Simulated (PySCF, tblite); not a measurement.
# C₃H₄F₄S₂Si: geometry, infrared bands and NMR shifts

Wanted: the infrared bands and NMR shifts of C₃H₄F₄S₂Si (`F[Si@@H]1SC[C@H](C(F)(F)F)S1`), by calculation.

Computed with tblite 0.8.0 and PySCF 2.14.0, with density-fitted response routines of our own, on a single molecule in the gas phase. Atoms are numbered from 0 throughout.

### 1 Starting geometry

14 atoms, charge 0, multiplicity 1; geometry from: force field or distance geometry start.

Bonds of the start (Å): F0–Si1 1.66, Si1–S2 2.15, S2–C3 1.81, C3–C4 1.51, C4–C5 1.52, C5–F6 1.39, C5–F7 1.40, C5–F8 1.39, C4–S9 1.82, S9–Si1 2.17, Si1–H10 1.47, C3–H11 1.11, C3–H12 1.12, C4–H13 1.10.

### 2 Geometry optimisation with GFN2-xTB

What the job is given:

```
{"job": {"kind": "relax", "xc": "GFN2-xTB", "basis": "xTB"}, "charge": 0, "multiplicity": 1}
F      2.473200     1.957900    -0.329000
Si     2.069900     0.344100    -0.262900
S      0.526700    -0.188400    -1.662200
C     -0.468300    -1.214800    -0.550300
C     -0.698400    -0.443800     0.733300
C     -1.215900     0.920800     0.310400
F     -0.326000     1.617300    -0.492500
F     -1.517400     1.702400     1.427200
F     -2.388400     0.686600    -0.401800
S      0.927800    -0.184500     1.506300
H      3.216000    -0.555600    -0.433700
H     -1.409600    -1.599800    -1.003200
H      0.196000    -2.076600    -0.271300
H     -1.386300    -0.966000     1.407500
```

On the command line:

```bash
> OMP_NUM_THREADS=1 python probes_run.py task.json out
```

The driver reads the jobs from task.json and runs them one after another.

**Question.** This job is followed by: GFN2-xTB harmonic vibrations, gas phase; GIAO PBE0/pcSseg-1 NMR shielding, non-relativistic, gas phase. What will the session give for the following? strongest single infrared mode (GFN2-xTB); zero-point energy (GFN2-xTB); 13C shifts against TMS (PBE0/pcSseg-1); 1H shifts against TMS (PBE0/pcSseg-1); 19F shifts against CFCl3 (PBE0/pcSseg-1, means over atoms taken as alike); 29Si shifts against TMS (PBE0/pcSseg-1); 33S shifts against CS2 (PBE0/pcSseg-1).

The runs gave:

| quantity | value |
| --- | --- |
| strongest single infrared mode (GFN2-xTB) | 576 cm⁻¹, 223 km/mol |
| zero-point energy (GFN2-xTB) | 46.0 kcal/mol |
| 13C shifts against TMS (PBE0/pcSseg-1) | 133.9, 55.9, 42.0 ppm |
| 1H shifts against TMS (PBE0/pcSseg-1) | 6.12, 3.76, 3.58, 3.18 ppm |
| 19F shifts against CFCl3 (PBE0/pcSseg-1, means over atoms taken as alike) | -85.3, -150.9 ppm |
| 29Si shifts against TMS (PBE0/pcSseg-1) | 36.5 ppm |
| 33S shifts against CS2 (PBE0/pcSseg-1) | -39, -96 ppm |

Over 59 steps the energy fell by 1.291 eV; of the close pairs, F0–Si1 changed most, 1.665 to 1.598 Å. All 36 modes are real, so the xTB geometry is a minimum. The strongest single mode, at 576 cm⁻¹, moves mainly H10. Unscaled tight-binding wavenumbers are off by several per cent, some by more. Its intensities can rank the bands wrongly.
